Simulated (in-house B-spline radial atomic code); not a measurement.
# S¹¹⁺: ionisation energy by several methods

Wanted: one ionisation energy, S¹¹⁺ to configuration [He] 2s2, up the ladder of functionals.

The numbers are computed with in-house B-spline radial atomic code version 1 (Dirac-Coulomb, several functionals; spherical all-electron atom at the radial basis limit), except any that are marked as measured or tabulated.

### Step 1. The system

* element: sulfur (Z = 16)
* charge: +11
* electrons: 5
* configuration: [He] 2s2 2p1
* nucleus: Fermi, rms radius 3.261 fm

Outer shells as boxes (Hund's rule):

[He] 2s2 2p1
```
[He] core
2s [↑↓]
2p [↑ ][  ][  ]
```

The boxes only draw the filling; these runs are spin-restricted and spherical.

### Step 2. OLYP, a GGA

Settings of the run:

```ini
Z = 16
electrons = 5.0
configuration = [He] 2s2 2p1
hamiltonian = dirac
method = optx,lyp
spin_polarised = False
nucleus = fermi
rms_radius = 3.2611
mass_number = 32
atomic_mass = 31.97207117354
speed_of_light = 137.035999084
```

### Step 3. exchange-only LDA

Settings: those of step 2 with these lines changed.

```diff
@@ -4,3 +4,3 @@
 hamiltonian = dirac
-method = optx,lyp
+method = lda,
 spin_polarised = False
```

### Step 4. relativistic LDA

Settings: those of step 3 with these lines changed.

```diff
@@ -4,3 +4,3 @@
 hamiltonian = dirac
-method = lda,
+method = lda_x_rel,vwn
 spin_polarised = False
```

Before running: The tabulated ionisation energy is 564.41 ± 0.05 eV (semi-empirical; NIST Atomic Spectra Database). What does each method give, and which comes nearest?

As calculated:

| method | rung | total energy (hartree) | ΔSCF (eV) | −ε highest (eV) | ΔSCF less tabulated (eV) |
| --- | --- | --- | --- | --- | --- |
| exchange-only LDA | LDA | -315.6797 | 559.09 | 527.92 (2p3/2) | -5.32 |
| relativistic LDA | LDA | -315.9787 | 561.45 | 530.29 (2p3/2) | -2.96 |
| OLYP | GGA | -317.4591 | 561.13 | 530.35 (2p3/2) | -3.28 |

**Reading.** Against the tabulated ionisation energy, 564.41 ± 0.05 eV (semi-empirical; NIST Atomic Spectra Database), the best here is relativistic LDA (-2.96 eV) and the worst exchange-only LDA (-5.32 eV, or 0.94 %). Open shells are averaged (over orientations, and over spins where the run is restricted), while tables refer to the lowest levels. For the semilocal functionals minus the highest level recovers only 94 to 95 % of their own ΔSCF value, a mark of self-interaction.

Members of this set that are not shown: 1 used exact exchange with fractional occupations of an open shell, which is unsound here.
